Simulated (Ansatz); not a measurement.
# ZnCd2Te3: the cost of one run

Computed with Ansatz 0.2.0 (DFT PBE, scalar-relativistic, plane waves, PAW, unless a step's input says otherwise).

### 1 The system as given

It takes space group P3m1 (No. 156, trigonal). Conventional cell: a = 4.571 Å, b = 4.571 Å, c = 11.257 Å, α = 90.00°, β = 90.00°, γ = 120.00°. Zn (site symmetry 3m) is surrounded by 4 Te at 2.68 to 2.76 Å. Cd (site symmetry 3m) has 4 Te at 2.84 to 2.86 Å as nearest neighbours. Around Cd (site symmetry 3m) lie 4 Te at 2.83 to 2.85 Å. Te (site symmetry 3m) has 3 Zn at 2.76 Å and 1 Cd at 2.86 Å as nearest neighbours. Te (site symmetry 3m) is surrounded by 4 Cd at 2.84 to 2.85 Å. Te (site symmetry 3m) is surrounded by 1 Zn at 2.68 Å and 3 Cd at 2.83 Å.

Coordinates:

```cif
data_structure
_symmetry_space_group_name_H-M 'P3m1'
_symmetry_Int_Tables_number 156
_cell_length_a 4.5713
_cell_length_b 4.5713
_cell_length_c 11.2575
_cell_angle_alpha 90.000
_cell_angle_beta 90.000
_cell_angle_gamma 120.000
_cell_volume 203.73
loop_
_atom_site_label
_atom_site_type_symbol
_atom_site_symmetry_multiplicity
_atom_site_Wyckoff_symbol
_atom_site_fract_x
_atom_site_fract_y
_atom_site_fract_z
_atom_site_occupancy
Zn1 Zn 1 a 0.00000 0.00000 0.99916 1
Cd1 Cd 1 b 0.33333 0.66667 0.67455 1
Cd2 Cd 1 c 0.66667 0.33333 0.32877 1
Te1 Te 1 b 0.33333 0.66667 0.92849 1
Te2 Te 1 c 0.66667 0.33333 0.58204 1
Te3 Te 1 a 0.00000 0.00000 0.23698 1
```

It is the end of an earlier relaxation with the same method, from a generated guess; it is a trial structure. At a tolerance of 0.02 Å it has space group P3m1 (No. 156); it has 33.96 Å³/atom, an uncorrected energy of -0.45 eV/atom over the elements.

### 2 Static run: bands, density of states and charges

input.yaml reads:

```yaml
crystal:
  lattice:
    - [4.5713487266, 0.0, 0.0]
    - [-2.2856743633, 3.9589041268, 0.0]
    - [0.0, 0.0, 11.2574938509]
  atoms:
    - { symbol: Zn, position: [0.0, 0.0, 0.9991619207] }
    - { symbol: Cd, position: [0.3333333333, 0.6666666667, 0.6745538334] }
    - { symbol: Cd, position: [0.6666666667, 0.3333333333, 0.3287700514] }
    - { symbol: Te, position: [0.3333333333, 0.6666666667, 0.9284911482] }
    - { symbol: Te, position: [0.6666666667, 0.3333333333, 0.5820439332] }
    - { symbol: Te, position: [0.0, 0.0, 0.236979113] }
basis:
  ecutwfc: 420
kpoints:
  mp_grid: { grid: [12, 12, 4] }
  band_path:
    path:
      - [[0.0, 0.0, 0.0], [0.5, 0.0, 0.0], [0.33333333, 0.33333333, 0.0], [0.0, 0.0, 0.0], [0.0, 0.0, 0.5], [0.5, 0.0, 0.5], [0.33333333, 0.33333333, 0.5], [0.0, 0.0, 0.5]]
      - [[0.5, 0.0, 0.5], [0.5, 0.0, 0.0]]
      - [[0.33333333, 0.33333333, 0.5], [0.33333333, 0.33333333, 0.0]]
    npoints: 14
hamiltonian:
  xc: pbe
scf:
  occupations: { method: gaussian, width: 0.02 }
  n_extra_bands: 15
output:
  forces: true
  stress: true
  eigenvalues: true
  populations: true
  dos: { projected: true, de: 0.02, nscf_kmesh: { grid: [18, 18, 6] } }
  bader: true
  write_density: true
  write_potential: true
  elf: true
  volumetric_format: npy
```

Run with:

```bash
$ ansatz run input.yaml --threads 1 --pin off --max-ram 2560MiB --backend cpu --events-out ev --progress --plain --runs-dir out
```

Q: Estimate wall time and peak memory on 1 thread of Intel Xeon at 2.50GHz (Skylake/Cascade Lake), shared host.

About 12 min, with a peak of 1.6 GiB.
